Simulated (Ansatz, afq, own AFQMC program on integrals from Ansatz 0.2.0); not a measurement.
# CuNH2 (singlet): quantum Monte Carlo beside coupled cluster at distance Cu1–N2 = 2.149 Å, def2-SVP

Aim: compute CuNH2 (singlet) with auxiliary-field quantum Monte Carlo on the same integrals as coupled cluster, and set the energies side by side.

Program: Ansatz 0.2.0, Gaussian basis, and an in-house AFQMC program (afq) on its integrals; all values are calculated. Level of theory: def2-SVP, frozen cores. These are calculated values, not measurements.

The runs, in order: CCSD(T) on RHF; CCSDT(Q) on RHF; PBE (unrestricted); r2SCAN (unrestricted); PBE0 (unrestricted); B3LYP (unrestricted); wB97M-V (unrestricted); B2PLYP (unrestricted); Phaseless AFQMC, single-determinant trial on RHF; Free-projection AFQMC, CISD trial on RHF; UHF.

6 further runs of the same task are left out: 6 that didn't finish.

## Step 1: What is computed

The geometry derives from a PBE0/def2-TZVP stationary point (not a proven minimum). One bond is set to the value named and the two fragments are kept rigid.

4 atoms, charge 0, spin multiplicity 1.

Atoms are counted from 1 here; the program's logs count them from 0.

Bond lengths: Cu1–N2 2.149 Å, N2–H3 1.004 Å, N2–H4 1.004 Å. Angles: Cu1–N2–H3 123.6°, Cu1–N2–H4 123.6°, H3–N2–H4 112.8°.

## Step 2: CCSD(T) on RHF

in.yaml

```yaml
crystal:
  periodic: [false, false, false]
  atoms:
    - {symbol: Cu, position_ang: [0.000000, 0.000000, 0.446819]}
    - {symbol: N, position_ang: [0.000000, 0.000000, -1.702181]}
    - {symbol: H, position_ang: [0.000000, 0.836554, -2.257881]}
    - {symbol: H, position_ang: [0.000000, -0.836554, -2.257881]}
basis:
  gaussian: {orbitals: def2-SVP}
magnetization: {spin_polarized: false}
correlation: {method: ccsd_t, electrons: outside_noble_gas, hamiltonian_folder: ham}
```

Launch:

```sh
> ansatz run in.yaml --threads 1 --pin off --events-out ev --progress --plain --max-ram 16896MiB --backend cuda --devices 0, --max-vram 18GiB
```

What it wrote (excerpt; [...] marks lines left out):

```text
Functional definition: HF
  name "HF"
  cite "Fock, Z. Phys. 61, 126 (1930) doi:10.1007/BF01340294"
  parent pbe
[...]
596 factors; integrals over basis functions are off by at most 5.5e-4 eV
[...]
mean field -46101.86011278 eV, -1694.2121101814 hartree, gradient 2.6e-6 eV, S^2 0.000000; 1 other end points of the search recorded, 0 dependent functions left out
10 core orbitals not correlated: weight in the atoms' cores, before any rotation towards them, 1.000 or more for the frozen orbitals, at most 0.000 for the correlated occupied ones
reference -46101.86011278 eV, -1694.2121101814 hartree; 9, 9 occupied and 36, 36 virtual orbitals, 596 factors
second order -13.01267991 eV of doubles, -0.00000000 eV of singles
cycle   1  -11.83513351 eV  change     1.2e0 eV  update   1.3e-1
[...]
cycle  14  -12.43004448 eV  change   -1.3e-6 eV  update   2.2e-5
perturbative correction -0.44567988 eV, -0.0163784336 hartree
Total energy: -46114.73583714 eV, -1694.6852843244 hartree
```

It took 2.5 s on 1 × NVIDIA H100 80GB HBM3 with 1 thread of AMD EPYC 7R13 (Zen 3), shared host; peak host memory 1.6 GiB.

From the report: correlation -12.8757 eV; T1 0.034; largest double amplitude 0.05.

This run also writes the integrals to the folder ham.

## Step 3: CCSDT(Q) on RHF

Changes to in.yaml since step 2:

```diff
@@ -10,2 +10,2 @@
 magnetization: {spin_polarized: false}
-correlation: {method: ccsd_t, electrons: outside_noble_gas, hamiltonian_folder: ham}
+correlation: {method: ccsdt_q, electrons: outside_noble_gas}
```

Same command.

What it wrote (excerpt; [...] marks lines left out):

```text
Functional definition: HF
  name "HF"
  cite "Fock, Z. Phys. 61, 126 (1930) doi:10.1007/BF01340294"
  parent pbe
[...]
1031 factors; integrals over basis functions are off by at most 1.9e-7 eV
[...]
mean field -46101.86035208 eV, -1694.2121189756 hartree, gradient 2.2e-6 eV, S^2 0.000000; 1 other end points of the search recorded, 0 dependent functions left out
10 core orbitals not correlated: weight in the atoms' cores, before any rotation towards them, 1.000 or more for the frozen orbitals, at most 0.000 for the correlated occupied ones
reference -46101.86035208 eV, -1694.2121189756 hartree; 9, 9 occupied and 36, 36 virtual orbitals, 1031 factors
second order -13.01271391 eV of doubles, -0.00000000 eV of singles
cycle   1  -11.83512834 eV  change     1.2e0 eV  update   1.4e-1
[...]
cycle  25  -12.87961868 eV  change   -1.9e-6 eV  update   1.2e-6
perturbative correction 0.03141131 eV, 0.0011543443 hartree
Total energy: -46114.70855945 eV, -1694.6842818878 hartree
```

It took 4 s on 1 × NVIDIA H100 80GB HBM3 with 1 thread of AMD EPYC 7R13 (Zen 3), shared host; peak host memory 1.6 GiB.

From the report: correlation -12.8482 eV; T1 0.031; largest double amplitude 0.05.

## Step 4: PBE (unrestricted)

Changes to in.yaml since step 3:

```diff
@@ -9,3 +9,4 @@
   gaussian: {orbitals: def2-SVP}
-magnetization: {spin_polarized: false}
-correlation: {method: ccsdt_q, electrons: outside_noble_gas}
+magnetization: {spin_polarized: true, initial_magnetization: 0}
+hamiltonian: {xc: {name: PBE}}
+output: {orbitals: {seedname: orbitals}}
```

Launch:

```sh
> ansatz run in.yaml --threads 1 --pin off --events-out ev --progress --plain --max-ram 5632MiB --backend cpu
```

What it wrote (excerpt; [...] marks lines left out):

```text
Functional definition: PBE
  name "PBE"
  cite "Perdew, Burke & Ernzerhof, Phys. Rev. Lett. 77, 3865 (1996) doi:10.1103/PhysRevLett.77.3865"
  parent pbe
[...]
672 factors; their error is unknown
[...]
mean field -46145.17458002 eV, -1695.8038874931 hartree, gradient 2.1e-5 eV, S^2 0.279931; 17 other end points of the search recorded, 0 dependent functions left out
reference -46145.17462475 eV, -1695.8038891369 hartree; 19, 19 occupied and 36, 36 virtual orbitals, 672 factors
Total energy: -46145.17462475 eV, -1695.8038891369 hartree
```

It took 10 s on 1 thread of AMD EPYC 7R13 (Zen 3), shared host; peak memory 1.6 GiB.

From the report: ⟨S²⟩ of the determinant 0.280 (pure singlet: 0.00).

## Step 5: r2SCAN (unrestricted)

Changes to in.yaml since step 4:

```diff
@@ -10,3 +10,2 @@
 magnetization: {spin_polarized: true, initial_magnetization: 0}
-hamiltonian: {xc: {name: PBE}}
-output: {orbitals: {seedname: orbitals}}
+hamiltonian: {xc: {name: r2SCAN}}
```

Same command.

What it wrote (excerpt; [...] marks lines left out):

```text
Functional definition: r2SCAN
  name "r2SCAN"
  cite "Furness, Kaplan, Ning, Perdew & Sun, J. Phys. Chem. Lett. 11, 8208 (2020) doi:10.1021/acs.jpclett.0c02405"
  cite "Furness, Kaplan, Ning, Perdew & Sun, J. Phys. Chem. Lett. 11, 9248 (2020) doi:10.1021/acs.jpclett.0c03077"
  parent r2scan
[...]
672 factors; their error is unknown
[...]
mean field -46152.40643766 eV, -1696.0696533594 hartree, gradient 8.0e-6 eV, S^2 0.209430; 13 other end points of the search recorded, 0 dependent functions left out
reference -46152.40645747 eV, -1696.0696540875 hartree; 19, 19 occupied and 36, 36 virtual orbitals, 672 factors
Total energy: -46152.40645747 eV, -1696.0696540875 hartree
```

It took 17 s on 1 thread of AMD EPYC 7R13 (Zen 3), shared host; peak memory 1.6 GiB.

From the report: ⟨S²⟩ of the determinant 0.209 (pure singlet: 0.00).

## Step 6: PBE0 (unrestricted)

Changes to in.yaml since step 5:

```diff
@@ -10,2 +10,3 @@
 magnetization: {spin_polarized: true, initial_magnetization: 0}
-hamiltonian: {xc: {name: r2SCAN}}
+hamiltonian: {xc: {name: PBE0}}
+output: {orbitals: {seedname: orbitals}}
```

Launched as before.

What it wrote (excerpt; [...] marks lines left out):

```text
Functional definition: PBE0
  name "PBE0"
  cite "Adamo & Barone, J. Chem. Phys. 110, 6158 (1999) doi:10.1063/1.478522"
  cite "Perdew, Burke & Ernzerhof, Phys. Rev. Lett. 77, 3865 (1996) doi:10.1103/PhysRevLett.77.3865"
  parent pbe
[...]
596 factors; integrals over basis functions are off by at most 5.5e-4 eV
[...]
mean field -46145.36918329 eV, -1695.8110390313 hartree, gradient 4.6e-6 eV, S^2 0.000000; 4 other end points of the search recorded, 0 dependent functions left out
reference -46145.36921338 eV, -1695.8110401371 hartree; 19, 19 occupied and 36, 36 virtual orbitals, 596 factors
Total energy: -46145.36921338 eV, -1695.8110401371 hartree
```

Run time: 4.4 s. Hardware: 1 thread of AMD EPYC 7R13 (Zen 3), shared host; peak memory 1.6 GiB.

From the report: ⟨S²⟩ of the determinant 0.000 (pure singlet: 0.00).

## Step 7: B3LYP (unrestricted)

Changes to in.yaml since step 6:

```diff
@@ -10,3 +10,2 @@
 magnetization: {spin_polarized: true, initial_magnetization: 0}
-hamiltonian: {xc: {name: PBE0}}
-output: {orbitals: {seedname: orbitals}}
+hamiltonian: {xc: {name: B3LYP}}
```

Same command.

What it wrote (excerpt; [...] marks lines left out):

```text
Functional definition: B3LYP
  name "B3LYP"
  cite "Stephens, Devlin, Chabalowski & Frisch, J. Phys. Chem. 98, 11623 (1994) doi:10.1021/j100096a001"
  cite "Becke, Phys. Rev. A 38, 3098 (1988) doi:10.1103/PhysRevA.38.3098"
  cite "Lee, Yang & Parr, Phys. Rev. B 37, 785 (1988) doi:10.1103/PhysRevB.37.785"
  cite "Vosko, Wilk & Nusair, Can. J. Phys. 58, 1200 (1980) doi:10.1139/p80-159"
[...]
596 factors; integrals over basis functions are off by at most 5.5e-4 eV
[...]
mean field -46155.17049040 eV, -1696.1712304239 hartree, gradient 2.2e-5 eV, S^2 0.114676; 9 other end points of the search recorded, 0 dependent functions left out
reference -46155.17070431 eV, -1696.1712382850 hartree; 19, 19 occupied and 36, 36 virtual orbitals, 596 factors
Total energy: -46155.17070431 eV, -1696.1712382850 hartree
```

Run time: 8 s. Hardware: 1 thread of AMD EPYC 7R13 (Zen 3), shared host; peak memory 1.6 GiB.

From the report: ⟨S²⟩ of the determinant 0.115 (pure singlet: 0.00).

## Step 8: wB97M-V (unrestricted)

Changes to in.yaml since step 7:

```diff
@@ -10,2 +10,3 @@
 magnetization: {spin_polarized: true, initial_magnetization: 0}
-hamiltonian: {xc: {name: B3LYP}}
+hamiltonian: {xc: {name: wB97M-V}}
+output: {orbitals: {seedname: orbitals}}
```

Same command.

What it wrote (excerpt; [...] marks lines left out):

```text
Functional definition: wB97M-V
  name "wB97M-V"
  cite "Mardirossian & Head-Gordon, J. Chem. Phys. 144, 214110 (2016) doi:10.1063/1.4952647"
  cite "Becke, J. Chem. Phys. 107, 8554 (1997) doi:10.1063/1.475007"
  cite "Vydrov & Van Voorhis, J. Chem. Phys. 133, 244103 (2010) doi:10.1063/1.3521275"
  # Of w^i u^j: cxij and so on, Table III.
[...]
  gx(w, u) = 1 - cx + cx01*u + cx10*w
  gss(w, u) = css00 + css04*u^4 + css10*w + css20*w^2 + css43*w^4*u^3
  gos(w, u) = cos00 + cos10*w + (cos20 + cos21*u)*w^2 + (cos60 + cos61*u)*w^6
[...]
      + integral(e_c_pw_mod_opposite_spin*gos(b97_w_opposite, b97_u_opposite)) + vv10(b, c)
596 factors; integrals over basis functions are off by at most 5.5e-4 eV
124 factors; integrals over basis functions are off by at most 1.2e-4 eV
[...]
mean field -46150.65373038 eV, -1696.0052425548 hartree, gradient 3.3e-5 eV, S^2 0.000000; 4 other end points of the search recorded, 0 dependent functions left out
reference -46150.65377817 eV, -1696.0052443112 hartree; 19, 19 occupied and 36, 36 virtual orbitals, 596 factors
Total energy: -46150.65377817 eV, -1696.0052443112 hartree
```

Wall time 11 s (1 thread of AMD EPYC 7R13 (Zen 3), shared host); peak memory 1.6 GiB.

From the report: ⟨S²⟩ of the determinant 0.000 (pure singlet: 0.00).

## Step 9: B2PLYP (unrestricted)

Changes to in.yaml since step 8:

```diff
@@ -10,3 +10,3 @@
 magnetization: {spin_polarized: true, initial_magnetization: 0}
-hamiltonian: {xc: {name: wB97M-V}}
-output: {orbitals: {seedname: orbitals}}
+hamiltonian: {xc: {name: B2PLYP}}
+correlation: {electrons: outside_noble_gas}
```

The command is unchanged.

What it wrote (excerpt; [...] marks lines left out):

```text
Functional definition: B2PLYP
  name "B2PLYP"
  cite "Grimme, J. Chem. Phys. 124, 034108 (2006) doi:10.1063/1.2148954"
  cite "Becke, Phys. Rev. A 38, 3098 (1988) doi:10.1103/PhysRevA.38.3098"
  cite "Lee, Yang & Parr, Phys. Rev. B 37, 785 (1988) doi:10.1103/PhysRevB.37.785"
[...]
596 factors; integrals over basis functions are off by at most 5.5e-4 eV
[...]
mean field -46138.78685224 eV, -1695.5691428269 hartree, gradient 2.3e-6 eV, S^2 0.000000; 5 other end points of the search recorded, 0 dependent functions left out
10 core orbitals not correlated: weight in the atoms' cores, before any rotation towards them, 1.000 or more for the frozen orbitals, at most 0.000 for the correlated occupied ones
reference -46138.78698374 eV, -1695.5691476595 hartree; 9, 9 occupied and 36, 36 virtual orbitals, 596 factors
second order -15.98596465 eV of doubles, -0.00000000 eV of singles
Total energy: -46143.10319420 eV, -1695.7277654681 hartree
```

Wall time 5 s (1 thread of AMD EPYC 7R13 (Zen 3), shared host); peak memory 1.6 GiB.

From the report: ⟨S²⟩ of the determinant 0.000 (pure singlet: 0.00).

## Step 10: Phaseless AFQMC, single-determinant trial on RHF

It reads the integrals that the CCSD(T) run on this determinant wrote.

Launch:

```sh
> afq ham --method phaseless --trial hf --walkers 4000 --populations 20 --least-time 40 --time-step 0.005 --steps-per-block 20 --equilibration-blocks 160 --max-blocks 4000 --target-error 0.0013 --factor-cut 1e-05 --seed 3413 --taylor-order 6
```

What it wrote:

```text
orbitals 45  electrons 9 9  factors 376 of 596
reference energy -1694.21211018 Eh
CCSD correlation -0.45679601 Eh in 18 cycles, weight of the determinant in the CISD state 0.8575
energy of the start -1694.212110 Eh
 block  time / (1/Eh)  mean weight  energy / Eh
     1     0.100  1.0034  -1694.397669
     2     0.200  1.0046  -1694.490712
     3     0.300  1.0043  -1694.542954
     4     0.400  1.0042  -1694.577621
     5     0.500  1.0025  -1694.600789
     6     0.600  1.0023  -1694.613183
     7     0.700  1.0017  -1694.631795
     8     0.800  1.0012  -1694.643480
     9     0.900  1.0008  -1694.649678
    10     1.000  1.0006  -1694.658694
    15     1.500  0.9999  -1694.673227
    22     2.200  0.9998  -1694.671370
    29     2.900  0.9997  -1694.687984
    36     3.600  1.0006  -1694.687913
    43     4.300  1.0002  -1694.686824
    50     5.000  0.9996  -1694.693613
    57     5.700  1.0002  -1694.690148
    64     6.400  0.9993  -1694.673476
    71     7.100  0.9998  -1694.689962
    78     7.800  0.9998  -1694.691368
    85     8.500  1.0001  -1694.697750
    92     9.200  0.9994  -1694.698216
    99     9.900  1.0003  -1694.687111
   106    10.600  0.9992  -1694.692199
   113    11.300  0.9997  -1694.691918
   120    12.000  1.0001  -1694.685369
   127    12.700  0.9996  -1694.702606
   134    13.400  0.9994  -1694.699459
   141    14.100  0.9999  -1694.704211
   148    14.800  1.0010  -1694.694071
   155    15.500  1.0005  -1694.697508
   162    16.200  1.0000  -1694.694774
   169    16.900  1.0007  -1694.698230
   176    17.600  0.9998  -1694.700414
   183    18.300  1.0001  -1694.694003
   190    19.000  1.0001  -1694.695380
   197    19.700  1.0005  -1694.697914
   204    20.400  0.9993  -1694.710826
   211    21.100  0.9999  -1694.707831
   218    21.800  1.0004  -1694.711257
   225    22.500  0.9994  -1694.700181
   232    23.200  1.0000  -1694.703335
   239    23.900  0.9996  -1694.701569
   246    24.600  0.9997  -1694.705516
   253    25.300  0.9996  -1694.688525
   260    26.000  1.0007  -1694.714075
   267    26.700  1.0001  -1694.704594
   274    27.400  0.9995  -1694.698615
   281    28.100  0.9995  -1694.693994
   288    28.800  0.9998  -1694.694206
   295    29.500  0.9998  -1694.699115
   302    30.200  1.0003  -1694.690536
   309    30.900  0.9996  -1694.703517
error from the spread of 20 populations
energy -1694.701400 +/- 0.001283 Eh
```

It took 23 s on 1 × NVIDIA H100 80GB HBM3 with 2 threads of AMD EPYC 7R13 (Zen 3), shared host; peak host memory 1.6 GiB.

Energy -46115.1744 ± 0.0349 eV. Caveats: constraint bias not in the error.

## Step 11: Free-projection AFQMC, CISD trial on RHF

It reads the integrals that the CCSD(T) run on this determinant wrote.

Launch:

```sh
> afq ham --method free --trial cisd --walkers 4000 --time-step 0.03 --max-blocks 4000 --target-error 0.00052 --factor-cut 1e-05 --seed 4928 --times 0,0.21,0.42,0.81,1.2,1.8,2.4,3 --taylor-order 8
```

What it wrote:

```text
orbitals 45  electrons 9 9  factors 376 of 596
reference energy -1694.21211018 Eh
CCSD correlation -0.45679601 Eh in 18 cycles, weight of the determinant in the CISD state 0.8575
repeat  energy at the last time / Eh  error
    10  -1694.685169  0.000924
    20  -1694.684196  0.000646
    30  -1694.684869  0.000554
    40  -1694.684734  0.000542
    50  -1694.684406  0.000465
time / (1/Eh)  energy / Eh  error  mean overlap
  0.00  -1694.668601  0.000174  1.1657
  0.21  -1694.677549  0.000137  1.1647
  0.42  -1694.680570  0.000157  1.1665
  0.81  -1694.683062  0.000169  1.1669
  1.20  -1694.683821  0.000190  1.1686
  1.80  -1694.684251  0.000266  1.1740
  2.40  -1694.684347  0.000374  1.1788
  3.00  -1694.684522  0.000471  1.1871
energy -1694.684522 +/- 0.000471 Eh
```

Wall time 45 s (1 × NVIDIA H100 80GB HBM3 with 2 threads of AMD EPYC 7R13 (Zen 3), shared host); peak host memory 1.6 GiB.

Energy -46114.7151 ± 0.0128 eV. Caveats: remainder of the start not in the error.

## Step 12: UHF

Changes to in.yaml since step 9:

```diff
@@ -10,3 +10,3 @@
 magnetization: {spin_polarized: true, initial_magnetization: 0}
-hamiltonian: {xc: {name: B2PLYP}}
-correlation: {electrons: outside_noble_gas}
+hamiltonian: {xc: hf}
+output: {orbitals: {seedname: orbitals}}
```

Launch:

```sh
> ansatz run in.yaml --threads 1 --pin off --events-out ev --progress --plain --max-ram 16896MiB --backend cuda --devices 0, --max-vram 18GiB
```

What it wrote (excerpt; [...] marks lines left out):

```text
Functional definition: HF
  name "HF"
  cite "Fock, Z. Phys. 61, 126 (1930) doi:10.1007/BF01340294"
  parent pbe
[...]
596 factors; integrals over basis functions are off by at most 5.5e-4 eV
[...]
mean field -46101.86011278 eV, -1694.2121101814 hartree, gradient 7.6e-5 eV, S^2 0.000000; 12 other end points of the search recorded, 0 dependent functions left out
reference -46101.86011278 eV, -1694.2121101814 hartree; 19, 19 occupied and 36, 36 virtual orbitals, 596 factors
Total energy: -46101.86011278 eV, -1694.2121101814 hartree
```

It took 3 s on 1 × NVIDIA H100 80GB HBM3 with 1 thread of AMD EPYC 7R13 (Zen 3), shared host; peak host memory 1.6 GiB.

From the report: ⟨S²⟩ of the determinant 0.000 (pure singlet: 0.00).

## Step 13: AFQMC on the ladder

On the RHF determinant, counted from CCSD(T) (a yardstick, not exact):

```
                                                              level  energy (eV)  from CCSD(T) (meV)  statistical error (meV)  time
                                                                 HF  -46101.8601            +12875.7                               
                                                                MP2  -46114.8728              -137.0                               
                                                               CCSD  -46114.2902              +445.7                               
                                                            CCSD(T)  -46114.7358                 0.0                               
Phaseless AFQMC, single-determinant trial, step 0.005, 4000 walkers  -46115.1744              -438.5                     34.9  23 s
         Free-projection AFQMC, CISD trial, step 0.03, 4000 walkers  -46114.7151               +20.8                     12.8  45 s
```

The functionals' totals stand on their own zeros and serve differences with other points: PBE -46145.175 eV; r2SCAN -46152.406 eV; PBE0 -46145.369 eV; B3LYP -46155.171 eV; wB97M-V -46150.654 eV; B2PLYP -46143.103 eV.

## Step 14: What came out

```
                                                     quantity              value
Phaseless AFQMC, single-determinant trial on RHF from CCSD(T)  -438.5 ± 34.9 meV
        Free-projection AFQMC, CISD trial on RHF from CCSD(T)   +20.8 ± 12.8 meV
```

**Reading.** Free projection has no constraint; at the last time it gives +20.8 ± 12.8 meV. Error bars are statistical and leave out the constraint, the time step and what remains of the start.
